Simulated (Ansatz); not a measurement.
# H₄NPSSi: one species, many methods

Aim: compute H₄NPSSi with functionals from several rungs and with coupled cluster, and see how far each lands from CCSD(T) at the basis-set limit for the atomisation energy.

Program: Ansatz 0.2.0, Gaussian basis. Level of theory: functionals in def2-TZVPP, the program's frozen cores in correlated methods. These are calculated values, not measurements.

Plan: LDA (SPW92), PBE-D4, revPBE-D4, BLYP-D4, r2SCAN-D4, B97M-V, PBE0-D4, B3LYP-D4, r2SCANh-D4, r2SCAN0-D4, HSE06-D4, BHLYP-D4, CAM-B3LYP-D4, LC-ωPBE, ωB97X-V, ωB97M-V, B2PLYP, PBE-QIDH; CCSD(T)/def2-SVP; CCSD(T)/def2-TZVPP; MP2/def2-QZVPP; extrapolation to the limit; RPA on PBE.

### Step 1. Structure used throughout

The geometry comes from an earlier relaxation with PBE0-D4 in a triple-zeta def2 set; it is a stationary point, not always the lowest conformer.

SMILES `SP1N[SiH2]1`, 8 atoms, charge 0, spin multiplicity 1.

Atoms are counted from 1 here; the program's logs count them from 0.

Bond lengths: S1–P2 2.148 Å, S1–H5 1.344 Å, P2–N3 1.740 Å, P2–Si4 2.197 Å, N3–Si4 1.704 Å, N3–H6 1.006 Å, Si4–H7 1.480 Å, Si4–H8 1.482 Å. Angles: P2–S1–H5 94.6°, S1–P2–N3 107.3°, S1–P2–Si4 97.7°, N3–P2–Si4 49.6°, P2–N3–Si4 79.3°, P2–N3–H6 129.0°, Si4–N3–H6 141.6°, P2–Si4–N3 51.1°, P2–Si4–H7 124.1°, P2–Si4–H8 118.9°, N3–Si4–H7 117.5°, N3–Si4–H8 119.5°, H7–Si4–H8 112.4°.

### Step 2. LDA

This LDA is Slater exchange with PW92 correlation.

The input, in.yaml:

```yaml
crystal:
  periodic: [false, false, false]
  atoms:
    - {symbol: S, position_ang: [-1.504511, 1.250075, -0.937105]}
    - {symbol: P, position_ang: [0.585908, 0.792182, -0.748233]}
    - {symbol: N, position_ang: [0.829945, 0.137940, 0.845676]}
    - {symbol: Si, position_ang: [0.372784, -1.264824, -0.006493]}
    - {symbol: H, position_ang: [-1.322223, 2.581424, -0.947483]}
    - {symbol: H, position_ang: [0.722544, 0.588286, 1.738821]}
    - {symbol: H, position_ang: [1.394972, -2.320286, -0.181791]}
    - {symbol: H, position_ang: [-0.987116, -1.821997, 0.180805]}
basis:
  gaussian: {orbitals: def2-TZVPP}
hamiltonian: {xc: lda}
output: {orbitals: {seedname: orbitals}}
```

Started as:

```sh
$ ansatz run in.yaml --threads 2 --pin off --events-out ev --progress --plain --max-ram 4352MiB
```

Further steps of the session: PBE-D4 (GGA); revPBE-D4 (GGA); BLYP-D4 (GGA); r2SCAN-D4 (meta-GGA); B97M-V (meta-GGA); PBE0-D4 (hybrid); B3LYP-D4 (hybrid); r2SCANh-D4 (hybrid); r2SCAN0-D4 (hybrid); HSE06-D4 (hybrid); BHLYP-D4 (hybrid); CAM-B3LYP-D4 (range-separated); LC-ωPBE (range-separated); ωB97X-V (range-separated); ωB97M-V (range-separated); B2PLYP (double hybrid); PBE-QIDH (double hybrid); CCSD(T) in def2-SVP; CCSD(T) in def2-TZVPP; MP2 in def2-QZVPP; RPA on PBE orbitals.

Q: Predict the results of all the runs planned. Wanted: atomisation energy, CCSD(T)/CBS; farthest beyond LDA; mean size of error, GGA; mean size of error, meta-GGA; mean size of error, hybrid; mean size of error, range-separated; mean size of error, double hybrid; gap, smallest and largest; T1 diagnostic.

The runs gave:

| quantity | value |
| --- | --- |
| atomisation energy, CCSD(T)/CBS | 2397.8 kJ/mol |
| functionals within 12.0 kJ/mol (0.5 %) | revPBE-D4, r2SCAN-D4, PBE0-D4, HSE06-D4, CAM-B3LYP-D4 |
| farthest beyond LDA | BHLYP-D4 (-78.5 kJ/mol) |
| mean size of error, GGA | 34.2 kJ/mol |
| mean size of error, meta-GGA | 27.0 kJ/mol |
| mean size of error, hybrid | 27.0 kJ/mol |
| mean size of error, range-separated | 31.1 kJ/mol |
| mean size of error, double hybrid | 39.9 kJ/mol |
| gap, smallest and largest | 3.97 eV (LDA (SPW92)), 10.46 eV (LC-ωPBE) |
| T1 diagnostic | 0.0154 |
| triples share of the correlation energy | 4.7 % |

In words: LDA overbinds by 418.1 kJ/mol (17 %). PBE-D4 misses by +68.6 kJ/mol. Double hybrids carry the basis error of their MP2 part in triple zeta, and no dispersion term here, so their miss is partly the set-up's. Taken by rung, hybrid functionals do best (27.0 kJ/mol on average) and double hybrid ones worst beyond LDA (39.9 kJ/mol). The gap between the best rungs is small, so their order is not settled. Misses under about 12.0 kJ/mol are within the doubt on the reference itself, which lacks core-valence correlation, relativity and higher excitations. Hartree-Fock recovers 63 % of the binding; the rest is correlation. CCSD(T) in def2-SVP is off by -296.9 kJ/mol, so the small basis spoils what the method gains. The gap grows from 4.0 to 10.5 eV across the functionals, mostly with the share of exact exchange.
